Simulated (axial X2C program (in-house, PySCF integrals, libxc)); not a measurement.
**CoN⁺: properties at the nuclei**

Aim: properties at the nuclei of CoN⁺, with spin–orbit coupling in the Hamiltonian from the start.

The runs use an in-house X2C program for linear molecules on PySCF integrals; two-component X2C with atomic mean-field terms, Co dyall-cv3z, N dyall-av3z.

All values are calculated.

## Step 1: Input

Input file task.json:

```json
{"zs": [27, 7], "q": 1, "bas": ["dyall-cv3z", "dyall-av3z"], "r0": 1.63, "levels": ["PBE0", "HF", "LDA", "PBE", "BHandHLYP"], "nst": 3}
```

Keys: zs atomic numbers; q charge; bas basis sets; r0 starting distance in Å; levels methods (HF also brings MP2); nst determinants followed.

Started as:

```sh
> python soeom.py task.json out
```

Further steps of the session: Expectation values, lowest determinant; Expectation values, a higher determinant; Expectation values, a higher determinant.

Before running it: what results should come out? Wanted: lowest determinant; Eeff magnitude; Ws magnitude Co; A∥/gI Co; qzz Co; higher determinant (for each run or level that gives them).

The runs gave:

```
                                        quantity                                                      value
                              lowest determinant       Ω = 7/2 (excess of +ω over −ω: 2 × ω = 1/2, ω = 5/2)
                    Eeff magnitude (GV/cm), PBE0                                                      0.893
                     Ws magnitude Co (kHz), PBE0                                                     0.0958
                            A∥/gI Co (MHz), PBE0                                                        852
                             qzz Co (a.u.), PBE0                                                      -0.20
                              higher determinant                    Ω = 5/2 (excess of +ω over −ω: ω = 5/2)
Eeff magnitude (GV/cm), PBE0, higher determinant                                                       1.27
 Ws magnitude Co (kHz), PBE0, higher determinant                                                      0.168
        A∥/gI Co (MHz), PBE0, higher determinant                                                        898
         qzz Co (a.u.), PBE0, higher determinant                                                      -0.20
                              higher determinant  Ω = 9/2 (excess of +ω over −ω: ω = 1/2, ω = 3/2, ω = 5/2)
Eeff magnitude (GV/cm), PBE0, higher determinant                                                       1.31
 Ws magnitude Co (kHz), PBE0, higher determinant                                                     0.0976
        A∥/gI Co (MHz), PBE0, higher determinant                                                        582
         qzz Co (a.u.), PBE0, higher determinant                                                      -0.20
```

In the first state, the effective field runs from 0.314 to 0.893 GV/cm over the mean-field levels, so the levels don't agree on it. The expectation values come from single determinants, which for open shells can mix terms of unlike spin or miss the lowest Ω, so a determinant need not be a state. Eeff is the effective electric field on the electron dipole moment in this Ω state and Ws the scalar–pseudoscalar constant (defined with the proton number Z and per Ω); A∥ is the parallel hyperfine constant, which follows by multiplying with the nuclear g factor gI = μI/(I μN); qzz is the electric field gradient, eQq0 = 234.96 MHz × Q/barn × qzz. The operators were transformed with the bare-nucleus X2C matrices. A second determinant lies within 0.1 eV of the first, so their order is not settled at this level.
